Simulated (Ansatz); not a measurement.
Here is an Ansatz input file for LiMg2, space group R32. Write the same calculation for the Python package.

```yaml
crystal:
  lattice:
    - [2.7111, 1.56525, 5.05045]
    - [-2.7111, 1.56525, 5.05045]
    - [0.0, -3.1305, 5.05045]
  atoms:
    - { symbol: Li, position: [0.8337699999999999, 0.8337699999999999, 0.8337699999999999] }
    - { symbol: Li, position: [0.16622999999999996, 0.16622999999999996, 0.16622999999999996] }
    - { symbol: Mg, position: [0.33041, 5.624456681103058e-18, 0.66959] }
    - { symbol: Mg, position: [-5.624456681103058e-18, 0.66959, 0.33041] }
    - { symbol: Mg, position: [0.5, 0.5, 0.5] }
    - { symbol: Mg, position: [0.66959, 0.3304099999999999, 4.728629184369511e-17] }
basis:
  ecutwfc: 489.804952427784
  xc_grid: 2
kpoints:
  mp_grid:
    kspacing: 0.52
  band_path:
    path:
      - [0.5, -0.2307, 0.2307]
      - [0.5, 0.0, 0.0]
      - [0.0, 0.0, 0.0]
      - [0.36535, -0.36535, 0.0]
    npoints: 1
hamiltonian:
  xc: pbesol
scf:
  algorithm: density_mixing
  occupations:
    method: fermi_dirac
  eigensolver:
    kind: auto
    mixed_precision: false
output:
  fatbands: true
```

The script, `fatbands_limg2.py`:
```python
from pathlib import Path
import logging
import sys
import warnings

import ansatz as az
import pandas as pd
from pymatgen.core import Lattice, Structure
from pymatgen.io.ase import AseAtomsAdaptor

logging.basicConfig(stream=sys.stdout, format='%(name)s: %(message)s')
log = logging.getLogger('run')
log.setLevel(logging.INFO)

KSPACING = 0.52

warnings.simplefilter('ignore', az.DeckWarning)

pmg_structure = Structure(
    Lattice([(2.7111, 1.56525, 5.05045), (-2.7111, 1.56525, 5.05045), (0.0, -3.1305, 5.05045)]),
    ['Li', 'Li', 'Mg', 'Mg', 'Mg', 'Mg'],
    [
        (0.83377, 0.83377, 0.83377),
        (0.16623, 0.16623, 0.16623),
        (0.33041, 0.0, 0.66959),
        (0.0, 0.66959, 0.33041),
        (0.5, 0.5, 0.5),
        (0.66959, 0.33041, 0.0),
    ],
)
xtal = az.Crystal.from_ase(AseAtomsAdaptor.get_atoms(pmg_structure))

points = {'H_0': (0.5, -0.2307, 0.2307), 'L': (0.5, 0.0, 0.0), 'G': (0.0, 0.0, 0.0), 'S_0': (0.36535, -0.36535, 0.0)}
setup = (
    xtal.calculation()
    .kpoints(spacing=KSPACING)
    .scf(algorithm='density_mixing')
    .eigensolver('auto', mixed_precision=False)
    .functional(az.Functional.PBESOL)
    .occupations(az.OccupationsMethod.FERMI_DIRAC)
    .basis(18 * az.Ha, xc_grid=2)
    .band_structure(list(points.values()), intervals=1)
    .fat_bands()
)
out = setup.run(threads=1)
rep = out.report
file = Path(out.write_results('results')) / 'fatbands.tsv'
names = file.read_text().splitlines()[0].lstrip('# ').split('\t')
table = pd.read_csv(file, sep='\t', comment='#', names=names)
near = table[table.e_minus_ef.abs() < 4]
for ik, label in enumerate(points):
    print(label)
    for _, row in near[near.ik == ik].iterrows():
        main = row[names[4:]].astype(float).nlargest(2)
        log.info(f'   band {int(row.band):3d} {row.e_minus_ef:7.3f} eV  ' + ', '.join(f'{k} {v:.2f}' for k, v in main.items()))
```

`python fatbands_limg2.py` gives:
```text
H_0
run:    band  18  -3.847 eV  mg3_l0_3S 0.34, mg2_l0_3S 0.32
run:    band  19  -3.741 eV  mg4_l0_3S 0.54, mg2_l0_3S 0.21
run:    band  20  -3.126 eV  mg3_l0_3S 0.38, li0_l0_2S 0.18
run:    band  21  -2.461 eV  li0_l0_2S 0.35, li1_l0_2S 0.35
run:    band  22   0.249 eV  li0_l0_2S 0.09, li1_l0_2S 0.09
run:    band  23   0.260 eV  mg4_l0_3S 0.12, mg2_l0_3S 0.06
run:    band  24   1.828 eV  mg2_l0_3S 0.08, mg5_l0_3S 0.08
run:    band  25   2.028 eV  mg3_l0_3S 0.08, li0_l0_2S 0.08
L
run:    band  20  -0.808 eV  mg3_l0_3S 0.06, li0_l0_2S 0.03
run:    band  21  -0.785 eV  mg4_l0_3S 0.35, mg2_l0_3S 0.15
run:    band  22  -0.435 eV  li0_l0_2S 0.17, li1_l0_2S 0.17
run:    band  23  -0.172 eV  li0_l0_2S 0.00, li1_l0_2S 0.00
run:    band  24   0.131 eV  mg2_l0_3S 0.32, mg5_l0_3S 0.32
run:    band  25   1.565 eV  li0_l0_2S 0.31, li1_l0_2S 0.31
run:    band  26   2.813 eV  li0_l0_2S 0.04, li1_l0_2S 0.04
run:    band  27   3.037 eV  li0_l0_2S 0.03, li1_l0_2S 0.03
G
run:    band  19  -1.069 eV  li0_l0_2S 0.00, li1_l0_2S 0.00
run:    band  20  -0.031 eV  mg4_l0_3S 0.48, mg2_l0_3S 0.10
run:    band  21   0.572 eV  mg3_l0_3S 0.01, mg2_l0_3S 0.01
run:    band  22   0.572 eV  mg5_l0_3S 0.01, mg2_l0_3S 0.00
run:    band  23   0.601 eV  li0_l0_2S 0.07, li1_l0_2S 0.07
run:    band  24   0.660 eV  li0_l0_2S 0.12, li1_l0_2S 0.12
run:    band  25   0.846 eV  mg3_l0_3S 0.25, mg2_l0_3S 0.12
run:    band  26   0.846 eV  mg5_l0_3S 0.24, mg2_l0_3S 0.15
run:    band  27   2.518 eV  mg5_l0_3S 0.01, mg2_l0_3S 0.00
run:    band  28   2.518 eV  mg3_l0_3S 0.01, mg2_l0_3S 0.00
S_0
run:    band  18  -3.981 eV  mg4_l0_3S 0.45, mg5_l0_3S 0.40
run:    band  19  -3.513 eV  mg2_l0_3S 0.39, mg3_l0_3S 0.39
run:    band  20  -3.363 eV  mg2_l0_3S 0.23, mg3_l0_3S 0.23
run:    band  21  -1.683 eV  mg4_l0_3S 0.34, mg5_l0_3S 0.22
run:    band  22  -1.240 eV  li0_l0_2S 0.34, li1_l0_2S 0.34
run:    band  23   1.185 eV  mg2_l0_3S 0.01, mg3_l0_3S 0.01
run:    band  24   1.489 eV  mg2_l0_3S 0.00, mg3_l0_3S 0.00
run:    band  25   3.101 eV  mg5_l0_3S 0.13, mg4_l0_3S 0.13
run:    band  26   3.385 eV  li0_l0_2S 0.08, li1_l0_2S 0.08
run:    band  27   3.465 eV  mg2_l0_3S 0.02, mg3_l0_3S 0.02
```

The settings weren't tested for convergence. The computed bands are complete only to about 2.5 eV above the Fermi level. For a metal this mesh is far too coarse, so the numbers only illustrate the procedure. This cell is a computed structure, which may not be the phase found in nature. Gaps and levels are Kohn-Sham values on a finite set of k-points. Energies are less the Fermi level and bands count from 0. Only the largest channels are printed, equivalent atoms hold more, and in degenerate sets the split between sites is arbitrary; shells that the potentials lack have no channel. It ran for 3 s on 1 thread of Intel(R) Xeon(R) 6975P-C (Granite Rapids), on a shared host, peak memory 0.52 GiB.

(Lines on the test bed's own set-up are left out of the output.)
